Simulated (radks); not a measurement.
**Spin polarisation of the 3s shell in Mg⁺**

An exercise on one series of results from a longer session: the logs are not shown, and one member is left open.

Program: radks (a radial shooting solver on a logarithmic mesh, Libxc functionals) version 1. Level of theory: scalar-relativistic Kohn-Sham, r2SCAN, spin-polarised, spherical densities, finite nucleus. These are calculated values, not measurements, unless marked.

**Starting point**

```
element            : magnesium (Z = 12)
charge             : +1
electrons          : 11
configuration      : [Ne] 3s(up 0.5, down 0.5)
nuclear rms radius : 3.057 fm
```

A shell typed twice in an input gives spin up, then spin down.

The first run:

The run's settings:

```text
Z 12
configuration [Ne] 3s0.5 3s0.5
relativity scalar-relativistic
functional r2scan,r2scan
spin polarised
nucleus finite rms 3.057 fm
c 137.035999084
```

Among the steps run: No moment.

One of the session's tables, all rows but one given; the rest of the session is left out.

It belongs to the step «No moment». Radial moments (bohr):

```
level     <r>  outermost maximum (interpolated)  90 % within  nodes
   1s  0.1306                            0.0851        0.233      0
   2s       ?                                 ?            ?      ?
   2p  0.6852                             0.480         1.17      0
   3s   2.850                              2.41         4.29      2
```

Q: Estimate the row for 2s from the others.

**Answer.** <r>: 0.6936; outermost maximum (interpolated): 0.546; 90 % within: 1.10; nodes: 1. In the column «<r>» it lies between 2p (0.6852) and 3s (2.850).
